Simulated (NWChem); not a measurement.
# C2H5BO (SMILES B1CCO1): levels of theory compared

We compute a comparison of 5 runs (HF/STO-3G, HF/3-21G, B3LYP/6-31G*, BLYP/def2-SVPD) of C2H5BO. 

The calculation is run with NWChem 7.3.0.

### Step 1. Starting point

C2H5BO has 9 atoms, charge 0, and is taken as a singlet. As SMILES, `B1CCO1`. The coordinates come from a PBE0-D4/def2-TZVP relaxation.

Bond lengths: B1–C2 1.580 Å, C2–C3 1.533 Å, B1–O4 1.364 Å, C3–O4 1.455 Å, B1–H5 1.195 Å, C2–H6 1.091 Å, C2–H7 1.091 Å, C3–H8 1.092 Å, C3–H9 1.092 Å. Some angles: B1–C2–C3 80.2°, C2–B1–O4 95.4°, C2–C3–O4 93.7°, B1–O4–C3 90.7°, B1–C2–H6 117.4°, B1–C2–H7 117.4°, C3–C2–H6 115.4°, C3–C2–H7 115.4°, C2–B1–H5 139.9°, O4–B1–H5 124.7°.

### Step 2. Energy and forces at HF/STO-3G (run 1)

The input, run.py:

```python
from ase import Atoms
from ase.calculators.nwchem import NWChem

molecule = Atoms('BCCOHHHHH', positions=[
    [-0.402600, 0.301700, -1.082000],
    [0.506000, 0.617000, 0.171000],
    [-0.098600, -0.719600, 0.617700],
    [-0.884800, -0.878500, -0.596200],
    [-0.697000, 0.772800, -2.139500],
    [0.236300, 1.479000, 0.782200],
    [1.586200, 0.614100, 0.021000],
    [-0.757600, -0.681300, 1.487200],
    [0.600600, -1.551500, 0.721500],
])

calc = NWChem(
    label='run',
    theory='scf',
    memory='2200 mb',
    basis='STO-3G',
    basispar='spherical bse',
    scf={'nopen': '0', 'rhf': None, 'thresh': '1e-08', 'maxiter': '80'},
)
molecule.calc = calc

forces = molecule.get_forces()
print(f"energy = {molecule.get_potential_energy():.6f} eV")
print("forces (eV/A):")
for s, f in zip(molecule.symbols, forces):
    print(f"{s:2s} {f[0]:10.5f} {f[1]:10.5f} {f[2]:10.5f}")
print("dipole (e A):", molecule.get_dipole_moment().round(4))
```

Command:

```
$ export ASE_NWCHEM_COMMAND="nwchem PREFIX.nwi > PREFIX.nwo"
$ python run.py
```

The program printed:

```text
energy = -4788.317351 eV
forces (eV/A):
B    -0.77370    0.15072   -1.54518
C     0.34021    0.84749   -0.35671
C    -0.33013   -1.06696    0.62781
O     0.46300    0.88811   -0.18743
H     0.37014   -0.35430    1.05940
H     0.02535   -0.31938   -0.10917
H    -0.31193   -0.10382    0.08120
H     0.08228   -0.00355    0.22970
H     0.13483   -0.03831    0.20039
dipole (e A): [0.1618 0.0824 0.1933]
```

The calculator wrote run.nwi:

```
title "run"

permanent_dir run

scratch_dir run

start run

geometry units angstrom nocenter noautosym noautoz
  B  -4.0260000000000001e-01 3.0170000000000002e-01 -1.0820000000000001e+00
  C  5.0600000000000001e-01 6.1699999999999999e-01 1.7100000000000001e-01
  C  -9.8599999999999993e-02 -7.1960000000000002e-01 6.1770000000000003e-01
  O  -8.8480000000000003e-01 -8.7849999999999995e-01 -5.9619999999999995e-01
  H  -6.9699999999999995e-01 7.7280000000000004e-01 -2.1395000000000000e+00
  H  2.3630000000000001e-01 1.4790000000000001e+00 7.8220000000000001e-01
  H  1.5862000000000001e+00 6.1409999999999998e-01 2.1000000000000001e-02
  H  -7.5760000000000005e-01 -6.8130000000000002e-01 1.4872000000000001e+00
  H  6.0060000000000002e-01 -1.5515000000000001e+00 7.2150000000000003e-01
end

memory 2200 mb

basis spherical bse noprint
   * library STO-3G
end

scf
  nopen 0
  rhf
  thresh 1e-08
  maxiter 80
end

task scf gradient
```

run.nwo:

```text
Northwest Computational Chemistry Package (NWChem) 7.3.0
             --------------------------------------------------------

           Job information
           ---------------

    nwchem branch   = 7.3.0
    use scalapack   = T
    input           = run.nwi
    prefix          = run.
    data base       = run/run.db
    status          = startup
    nproc           =        1

           Memory information
           ------------------

    heap     =     72089594 doubles =      550.0 Mbytes
    stack    =     72089599 doubles =      550.0 Mbytes
    global   =    144179200 doubles =     1100.0 Mbytes (distinct from heap & stack)
    total    =    288358393 doubles =     2200.0 Mbytes
    verify   = yes
    hardfail = no

           Directory information
           ---------------------

  0 permanent = run
  0 scratch   = run

                                NWChem Input Module
                                -------------------

                                        run
                                        ---

[... 128 lines left out ...]
 Convergence threshold     :          1.000E-08
[... 12 lines left out ...]
       Final RHF  results
[... 3 lines left out ...]
      One-electron energy =   -461.560651486047
[... 1 line left out ...]
 Nuclear repulsion energy =    111.713015658904
[... 33 lines left out ...]
                       ROHF Final Molecular Orbital Analysis
[... 194 lines left out ...]
     1   1 0 0      0.305720      0.000000    -10.730809
[... 8 lines of this table left out ...]
     2   0 0 2    -17.456354      0.000000     68.150496

                              NWChem Gradients Module
                              -----------------------

                                        run

  wavefunction    =   RHF

                         RHF ENERGY GRADIENTS

    atom               coordinates                        gradient
                 x          y          z           x          y          z
   1 B      -0.760804   0.570130  -2.044684    0.015046  -0.002931   0.030049
   2 C       0.956201   1.165961   0.323143   -0.006616  -0.016481   0.006937
   3 C      -0.186327  -1.359847   1.167284    0.006420   0.020749  -0.012209
[... 5 lines of this table left out ...]
   9 H       1.134969  -2.931910   1.363437   -0.002622   0.000745  -0.003897

                 ----------------------------------------
                 |  Time  |  1-e(secs)   |  2-e(secs)   |
                 ----------------------------------------
                 |  CPU   |       0.00   |       0.12   |
                 ----------------------------------------
                 |  WALL  |       0.00   |       0.12   |
                 ----------------------------------------

 Task  times  cpu:        0.9s     wall:        0.9s
 Total times  cpu:        0.9s     wall:        0.9s
```

Wall time 1.7 s (1 thread of AMD EPYC 9R45 (Zen 5), shared host); peak memory 0.099 GiB.

### Step 3. Energy and gradient at HF/3-21G (run 2)

The input, run.py:

```python
from ase import Atoms
from ase.calculators.nwchem import NWChem

mol = Atoms(['B', 'C', 'C', 'O', 'H', 'H', 'H', 'H', 'H'], positions=[
    [-0.402600, 0.301700, -1.082000],
    [0.506000, 0.617000, 0.171000],
    [-0.098600, -0.719600, 0.617700],
    [-0.884800, -0.878500, -0.596200],
    [-0.697000, 0.772800, -2.139500],
    [0.236300, 1.479000, 0.782200],
    [1.586200, 0.614100, 0.021000],
    [-0.757600, -0.681300, 1.487200],
    [0.600600, -1.551500, 0.721500],
])

calc = NWChem(
    label='nw',
    theory='scf',
    memory='2200 mb',
    basis='3-21G',
    basispar='spherical bse',
    scf={'nopen': '0', 'rhf': None, 'thresh': '1e-08', 'maxiter': '80'},
)
mol.calc = calc

forces = mol.get_forces()
print(f"energy = {mol.get_potential_energy():.6f} eV")
print("forces (eV/A):")
for s, f in zip(mol.symbols, forces):
    print(f"{s:2s} {f[0]:10.5f} {f[1]:10.5f} {f[2]:10.5f}")
print("dipole (e A):", mol.get_dipole_moment().round(4))
```

Command:

```
$ export ASE_NWCHEM_COMMAND="nwchem PREFIX.nwi > PREFIX.nwo"
$ python run.py
```

The program printed:

```text
energy = -4822.044057 eV
forces (eV/A):
B    -0.21381    1.31049   -1.86986
C     0.58025    0.77308    0.15308
C     0.35142   -1.45262    2.27445
O    -0.70469   -0.70932   -0.44331
H     0.12295   -0.07616    0.30498
H     0.05152   -0.25181   -0.14527
H    -0.28956   -0.03373    0.04721
H     0.34237    0.03384   -0.32499
H    -0.24045    0.40629    0.00370
dipole (e A): [0.2977 0.193  0.3088]
```

The calculator wrote nw.nwi:

```
title "nw"

permanent_dir nw

scratch_dir nw

start nw

geometry units angstrom nocenter noautosym noautoz
  B  -4.0260000000000001e-01 3.0170000000000002e-01 -1.0820000000000001e+00
  C  5.0600000000000001e-01 6.1699999999999999e-01 1.7100000000000001e-01
  C  -9.8599999999999993e-02 -7.1960000000000002e-01 6.1770000000000003e-01
  O  -8.8480000000000003e-01 -8.7849999999999995e-01 -5.9619999999999995e-01
  H  -6.9699999999999995e-01 7.7280000000000004e-01 -2.1395000000000000e+00
  H  2.3630000000000001e-01 1.4790000000000001e+00 7.8220000000000001e-01
  H  1.5862000000000001e+00 6.1409999999999998e-01 2.1000000000000001e-02
  H  -7.5760000000000005e-01 -6.8130000000000002e-01 1.4872000000000001e+00
  H  6.0060000000000002e-01 -1.5515000000000001e+00 7.2150000000000003e-01
end

memory 2200 mb

basis spherical bse noprint
   * library 3-21G
end

scf
  nopen 0
  rhf
  thresh 1e-08
  maxiter 80
end

task scf gradient
```

nw.nwo:

```text
Northwest Computational Chemistry Package (NWChem) 7.3.0
             --------------------------------------------------------

           Job information
           ---------------

    nwchem branch   = 7.3.0
    use scalapack   = T
    input           = nw.nwi
    prefix          = nw.
    data base       = nw/nw.db
    status          = startup
    nproc           =        1

           Memory information
           ------------------

    heap     =     72089594 doubles =      550.0 Mbytes
    stack    =     72089599 doubles =      550.0 Mbytes
    global   =    144179200 doubles =     1100.0 Mbytes (distinct from heap & stack)
    total    =    288358393 doubles =     2200.0 Mbytes
    verify   = yes
    hardfail = no

           Directory information
           ---------------------

  0 permanent = nw
  0 scratch   = nw

                                NWChem Input Module
                                -------------------

                                        nw
                                        --

[... 128 lines left out ...]
 Convergence threshold     :          1.000E-08
[... 12 lines left out ...]
       Final RHF  results
[... 3 lines left out ...]
      One-electron energy =   -461.453158941368
[... 1 line left out ...]
 Nuclear repulsion energy =    111.713015658904
[... 33 lines left out ...]
                       ROHF Final Molecular Orbital Analysis
[... 192 lines left out ...]
     1   1 0 0      0.562607      0.000000    -10.730809
[... 8 lines of this table left out ...]
     2   0 0 2    -18.881786      0.000000     68.150496

                              NWChem Gradients Module
                              -----------------------

                                        nw

  wavefunction    =   RHF

                         RHF ENERGY GRADIENTS

    atom               coordinates                        gradient
                 x          y          z           x          y          z
   1 B      -0.760804   0.570130  -2.044684    0.004158  -0.025485   0.036363
   2 C       0.956201   1.165961   0.323143   -0.011284  -0.015034  -0.002977
   3 C      -0.186327  -1.359847   1.167284   -0.006834   0.028249  -0.044231
[... 5 lines of this table left out ...]
   9 H       1.134969  -2.931910   1.363437    0.004676  -0.007901  -0.000072

                 ----------------------------------------
                 |  Time  |  1-e(secs)   |  2-e(secs)   |
                 ----------------------------------------
                 |  CPU   |       0.00   |       0.17   |
                 ----------------------------------------
                 |  WALL  |       0.00   |       0.17   |
                 ----------------------------------------

 Task  times  cpu:        1.0s     wall:        1.0s
 Total times  cpu:        1.0s     wall:        1.0s
```

It took 1.8 s on 1 thread of AMD EPYC 9R45 (Zen 5), shared host; peak memory 0.1 GiB.

Runs 3 to 4 aren't shown in full; the table further down has their settings and results.

### Step 4. Energy and forces at BLYP/def2-SVPD (run 5)

The input, mymol.nw:

```
START mymol
TITLE "C2H5BO gradient"
memory total 2200 mb
charge 0

GEOMETRY units angstroms noautosym nocenter noautoz
  B     -0.402600     0.301700    -1.082000
  C      0.506000     0.617000     0.171000
  C     -0.098600    -0.719600     0.617700
  O     -0.884800    -0.878500    -0.596200
  H     -0.697000     0.772800    -2.139500
  H      0.236300     1.479000     0.782200
  H      1.586200     0.614100     0.021000
  H     -0.757600    -0.681300     1.487200
  H      0.600600    -1.551500     0.721500
END

BASIS spherical bse
  B library def2-SVPD
  C library def2-SVPD
  O library def2-SVPD
  H library def2-SVPD
END

DFT
  xc becke88 lyp
  mult 1
  grid fine
  convergence energy 1e-08
  maxiter 100
  mulliken
END

TASK dft gradient
```

Command:

```
$ nwchem mymol.nw > mymol.out
```

The program printed:

```text
[...]
          Wavefunction type:  closed shell.
          No. of atoms     :     9
          No. of electrons :    30
[...]
          Charge           :     0
          Spin multiplicity:     1
[...]
          AO basis - number of functions:   123
[...]
              XC Information
              --------------
                    Becke 1988 Exchange Functional  1.000
              Lee-Yang-Parr Correlation Functional  1.000
[...]
 d= 0,ls=0.0,diis     1   -179.0258668831 -2.91D+02  2.38D-02  6.38D-01     1.9
[...]
 d= 0,ls=0.0,diis    11   -179.1062772446 -6.38D-10  1.23D-07  2.87D-10    17.6
         Total DFT energy =     -179.106277244636
      One electron energy =     -462.947633854990
           Coulomb energy =      197.413969708164
    Exchange-Corr. energy =      -25.285628756713
 Nuclear repulsion energy =      111.713015658904
[...]
      Total Density - Mulliken Population Analysis
     ---------------------------------------------
    Atom       Charge   Shell Charges
 -----------   ------   -------------------------------------------------------
    1 B    5     5.37   1.98  0.90  0.27 -0.10  1.62  0.54  0.12  0.03
    2 C    6     5.39   1.98  0.95 -0.31  0.11  2.19  0.44  0.02  0.00
    3 C    6     5.15   1.98  0.97 -0.37  0.01  2.09  0.31  0.06  0.11
    4 O    8     8.53   1.99  1.11  0.66  0.27  2.88  1.49  0.05  0.01  0.06
    5 H    1     0.47   0.78 -0.31  0.01 -0.02
    6 H    1     1.23   0.77  0.46  0.02 -0.02
    7 H    1     1.23   0.77  0.46  0.02 -0.02
    8 H    1     1.31   0.79  0.53  0.02 -0.02
    9 H    1     1.31   0.79  0.53  0.02 -0.02
[...]
  wavefunction    = closed shell
                         DFT ENERGY GRADIENTS
    atom               coordinates                        gradient
                 x          y          z           x          y          z
   1 B      -0.760804   0.570130  -2.044684   -0.000891  -0.008772   0.008411
   2 C       0.956201   1.165961   0.323143   -0.000894  -0.003472   0.002320
   3 C      -0.186327  -1.359847   1.167284   -0.004681   0.002034  -0.010628
   4 O      -1.672030  -1.660124  -1.126655    0.012565   0.012232   0.008377
   5 H      -1.317139   1.460380  -4.043069    0.001278  -0.002097   0.004644
   6 H       0.446542   2.794905   1.478144    0.001964  -0.007699  -0.005437
   7 H       2.997483   1.160481   0.039684   -0.009564  -0.000305   0.001062
   8 H      -1.431656  -1.287470   2.810400    0.005851   0.000354  -0.007609
   9 H       1.134969  -2.931910   1.363437   -0.005629   0.007725  -0.001140
[...]
```

Wall time 23 s (1 thread of AMD EPYC 9R45 (Zen 5), shared host); peak memory 0.12 GiB.

### Step 5. All runs side by side

| run | level | iteration cap | module | energy (Eh) | dipole moment (D) | HOMO energy (eV) | LUMO energy (eV) | wall time |
| --- | --- | --- | --- | --- | --- | --- | --- | --- |
| 1 | HF/STO-3G | 80 | scf | -175.967418 | 1.27 | -10.05 | 8.11 | 1.7 s |
| 2 | HF/3-21G | 80 | scf | -177.206852 | 2.26 | -11.76 | 4.13 | 1.8 s |
| 3 | B3LYP/6-31G* (spherical functions) | 100 | dft | -179.302325 | 1.76 | -7.87 | 0.18 | 14 s |
| 4 | B3LYP/6-31G* (Cartesian functions) | 100 | dft | -179.305262 | 1.76 | – | – | 15 s |
| 5 | BLYP/def2-SVPD | 100 | dft | -179.106277 | 1.77 | -6.93 | -1.04 | 23 s |

### Step 6. What came out

| quantity | value |
| --- | --- |
| run 5: total energy | -179.10628 Eh |
| run 5: dipole moment | 1.77 D |
| run 5: HOMO energy | -6.93 eV |
| run 5: LUMO energy | -1.04 eV |
| run 5: HOMO–LUMO gap | 5.88 eV |
| run 5: largest force on an atom | 0.999 eV/Å |

**Reading.** The dipole moment (its size) runs from 1.27 D (HF/STO-3G) to 2.26 D (HF/3-21G). Over runs 1, 2, 3, 5 the HOMO–LUMO gap runs from 5.88 eV (BLYP/def2-SVPD) to 18.16 eV (HF/STO-3G). The two ends differ in method and basis. Totals of different functionals can't be ranked against each other. In run 1 the basis is minimal, so the values are rough. All runs together took 56 s, the longest 23 s.
